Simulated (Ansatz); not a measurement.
# Ta: the cost of one run

Computed with Ansatz 0.2.0 (DFT r2SCAN, scalar-relativistic, plane waves, PAW, unless a step's input says otherwise).

### 1 The structure to begin with

Symmetry: Im-3m, No. 229, cubic system. The conventional cell has a = 3.303 Å, b = 3.303 Å, c = 3.303 Å, α = 90.00°, β = 90.00°, γ = 90.00°. Ta (site symmetry m-3m) has 8 Ta at 2.86 Å in its first shell of neighbours.

As a file:

```cif
data_structure
_symmetry_space_group_name_H-M 'P 1'
_symmetry_Int_Tables_number 1
_cell_length_a 2.8601
_cell_length_b 2.8601
_cell_length_c 2.8601
_cell_angle_alpha 109.471
_cell_angle_beta 109.471
_cell_angle_gamma 109.471
_cell_volume 18.01
loop_
_atom_site_label
_atom_site_type_symbol
_atom_site_fract_x
_atom_site_fract_y
_atom_site_fract_z
_atom_site_occupancy
Ta1 Ta 0.00000 0.00000 0.00000 1
```

The cell is taken as given, not relaxed at this level.

### 2 Zero of energy

The reference gives a free energy of -9944.3257 eV, pressure 0.63 GPa, largest force 0.000 eV/Å and gap on the mesh none (metal). It was computed beforehand with the settings of the runs below.

### 3 Next: a trigonal deformation path

At fixed volume and fractional coordinates, lengths along (0.577, 0.577, 0.577) are scaled against those across it; ρ is that ratio over its starting value.

### 4 At ρ = 0.500

input.yaml

```yaml
crystal:
  lattice:
    - [-2.4272295031, 1.7337353594, 1.7337353594]
    - [1.7337353594, -2.4272295031, 1.7337353594]
    - [1.7337353594, 1.7337353594, -2.4272295031]
  atoms:
    - { symbol: Ta, position: [0.0, 0.0, 0.0] }
basis:
  ecutwfc: 500
kpoints:
  mp_grid: { grid: [22, 22, 22] }
hamiltonian:
  xc: r2scan
scf:
  occupations: { method: gaussian, width: 0.15 }
output:
  forces: true
  stress: true
  eigenvalues: true
```

Started as:

```
$ ansatz run input.yaml --threads 1 --pin off --max-ram 2560MiB --backend cpu --events-out ev --progress --plain --runs-dir out
```

What time and memory should one allow on 1 thread of Intel Xeon at 2.50GHz (Skylake/Cascade Lake), shared host?

About 67 s, with a peak of 0.61 GiB.
